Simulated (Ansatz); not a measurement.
# ScAl3N4: the cost of one run

Method: DFT PBEsol, scalar-relativistic, plane waves, PAW, in Ansatz 0.2.0.

That is the level of the relaxation; later steps name their own.

2 further runs of the same task are left out: 2 set aside as unsound or not needed.

### Step 1. The system as given

It takes space group Cmc2_1 (No. 36, orthorhombic). The conventional cell has a = 6.475 Å, b = 11.150 Å, c = 4.997 Å, α = 90.00°, β = 90.00°, γ = 90.00°. Sc (site symmetry m) has 4 N at 2.04 to 2.12 Å as nearest neighbours. Around Al (site symmetry 1) lie 4 N at 1.89 to 1.95 Å. Al (site symmetry m) is surrounded by 4 N at 1.89 to 1.95 Å. Around N (site symmetry m) lie 2 Al at 1.90 Å and 2 Sc at 2.04 to 2.12 Å. Around N (site symmetry 1) lie 3 Al at 1.89 Å and 1 Sc at 2.05 Å. N (site symmetry m) is surrounded by 4 Al at 1.92 to 1.95 Å.

Structure file:

```xyz
16
Lattice="0.0000 0.0000 -4.9973 3.2376 5.6077 0.0000 3.2091 -5.5912 0.0000" Properties=species:S:1:pos:R:3 pbc="T T T"
Sc    1.5568   -0.8988   -0.0575
Al    3.2104   -3.7486   -0.0122
Al    3.2147    1.8824   -0.0284
Al    4.8516   -0.9060   -0.0122
Sc    3.2711   -1.8886   -2.5561
Al    1.6175    0.9612   -2.5108
Al    4.8508    0.9378   -2.5270
Al    3.2139    3.7263   -2.5108
N     1.5350   -0.8862   -2.9373
N     3.2128   -3.8577   -3.1216
N     3.2369    1.8697   -3.1026
N     4.9472   -0.8535   -3.1216
N     3.2929   -1.9012   -0.4386
N     1.6152    1.0703   -0.6230
N     4.8287    0.9506   -0.6040
N     3.1183    3.6738   -0.6230
```

It is the result of an earlier relaxation at this level (volume 11.27 Å³/atom; gap on the mesh: 3.61 eV).

### Step 2. Band edges over the whole zone

The input, input.yaml:

```yaml
crystal:
  lattice:
    - [0.0, 0.0, -4.9972881309]
    - [3.2375998688, 5.6076874673, 0.0]
    - [3.2091220111, -5.5912457686, 0.0]
  atoms:
    - { symbol: Sc, position: [0.0114965606, 0.1612319657, 0.3224639313] }
    - { symbol: Al, position: [0.0024356136, 0.1640122823, 0.8349409955] }
    - { symbol: Al, position: [0.005680204, 0.6652805802, 0.3305611603] }
    - { symbol: Al, position: [0.0024356136, 0.6709287132, 0.8349409955] }
    - { symbol: Sc, position: [0.5114965606, 0.3387680343, 0.6775360687] }
    - { symbol: Al, position: [0.5024356136, 0.3359877177, 0.1650590045] }
    - { symbol: Al, position: [0.505680204, 0.8347194198, 0.6694388397] }
    - { symbol: Al, position: [0.5024356136, 0.8290712868, 0.1650590045] }
    - { symbol: "N", position: [0.5877722778, 0.1589719982, 0.3179439963] }
    - { symbol: "N", position: [0.6246618165, 0.1546791637, 0.8450853218] }
    - { symbol: "N", position: [0.6208560973, 0.6675725654, 0.3351451307] }
    - { symbol: "N", position: [0.6246618165, 0.6904061581, 0.8450853218] }
    - { symbol: "N", position: [0.0877722778, 0.3410280018, 0.6820560037] }
    - { symbol: "N", position: [0.1246618165, 0.3453208363, 0.1549146782] }
    - { symbol: "N", position: [0.1208560973, 0.8324274346, 0.6648548693] }
    - { symbol: "N", position: [0.1246618165, 0.8095938419, 0.1549146782] }
basis:
  ecutwfc: 420
kpoints:
  mp_grid: { grid: [6, 4, 4] }
  band_path: { path: [VBM, CBM], npoints: 2 }
hamiltonian:
  xc: pbesol
scf:
  occupations: { method: gaussian, width: 0.02 }
output:
  forces: true
  stress: true
  eigenvalues: true
```

Started as:

```console
ansatz run input.yaml --threads 4 --pin off --max-ram 10240MiB --backend cpu --events-out ev --progress --plain --runs-dir out
```

Q: Estimate wall time and peak memory on 4 threads of Arm Neoverse V2, shared host.

About 37 s, with a peak of 0.7 GiB.
